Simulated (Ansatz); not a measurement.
This was printed by a script on Ansatz 0.2.0 through its Python package, for a convergence test of the k-point mesh of VOs, space group P-6m2. What did the script look like? Level of theory (first run): PBEsol, PAW, the default cutoff (420 eV here), 3×3×2 k-points, Fermi-Dirac smearing of 0.1 eV, collinear spin. The script varies mesh: (3, 3, 2), (4, 4, 3), (6, 6, 3), (7, 7, 4), (9, 9, 5), (11, 11, 7).

```xyz
2
Lattice="2.7634 0.0000 0.0000 -1.3817 2.3932 0.0000 0.0000 0.0000 4.2580" Properties=species:S:1:pos:R:3 pbc="T T T"
V     1.3817    0.7977    0.0000
Os    0.0000    0.0000    2.1290
```

```console
$ python kconv_vos.py
RunWarning: the starting moments were not kept: the SCF closed with an absolute magnetisation of 9.4e-5 μB, where they sum to 2 μB in size (1 site). That is at most 0.1 of that sum. Measured as dr2_m measures the in/out step, that magnetisation stands 3.4e-9 eV from none, at or under the dr2_threshold of 1.0e-7 eV: it [...]
(3, 3, 2): +328.07 meV/atom
(4, 4, 3): +17.12 meV/atom
(6, 6, 3): -26.75 meV/atom
(7, 7, 4): +12.21 meV/atom
(9, 9, 5): -6.54 meV/atom
```
(Warnings from the package without file and line, shortened, repeats left out.)

One script that gives this output:

`kconv_vos.py`
```python
import csv
import warnings

import ansatz as az


def main() -> None:
    warnings.simplefilter("ignore", az.DeckWarning)

    lattice = az.Lattice.of(
        [2.76341201, 0.0, 0.0],
        [-1.381706, 2.393185, 0.0],
        [0.0, 0.0, 4.258021],
    )
    sites = [
        ("V", [2 / 3, 1 / 3, 0.0]),
        ("Os", [0.0, 0.0, 0.5]),
    ]
    xtal = az.Crystal(lattice=lattice)
    for symbol, position in sites:
        xtal = xtal.atom(symbol, position)
    xtal = xtal.moments(V=2.0)

    job = (
        xtal.calculation()
        .functional(az.Functional.PBESOL)
        .occupations(az.OccupationsMethod.FERMI_DIRAC)
        .spin("collinear")
    )

    rows = []
    for value in [(3, 3, 2), (4, 4, 3), (6, 6, 3), (7, 7, 4), (9, 9, 5), (11, 11, 7)]:
        report = job.kpoints(mesh=value).run(threads=1, pin="off").report
        rows.append((value, report["free_energy_ev"] / len(report["lattice"]["sites"]), report["n_iterations"], report["magnetization_mub"], report["n_kpoints"]))

    with open("kconv.csv", "w", newline="") as handle:
        writer = csv.writer(handle)
        writer.writerow(["mesh", "F/atom (eV)", "iterations", "moment (muB)", "k-points"])
        writer.writerows([round(v, 5) if isinstance(v, float) else v for v in row] for row in rows)

    for row in rows[:-1]:
        shift = 1000 * (row[1] - rows[-1][1])
        print(f"{row[0]}: {shift:+.2f} meV/atom" + ("  (within 5 meV)" if abs(shift) < 5 else ""))


if __name__ == "__main__":
    main()
```

Reading the output:
- The SCF didn't keep the moments it started from (some shrank, vanished or turned); what is printed is the state reached.
- The overall sign of a collinear moment is arbitrary, and semilocal functionals can give small moments to compounds that are paramagnetic.
- Spin-orbit coupling, which matters for elements this heavy, is left out.
- This cell is a computed structure, which may not be the phase found in nature.
- Shifts are counted from the finest mesh, which is itself no proven limit.
- The script silences the warnings on its input, which a real study should read.
- It ran for 67 s on 1 thread of Arm Neoverse V2 (shared host), peak memory 0.43 GiB.
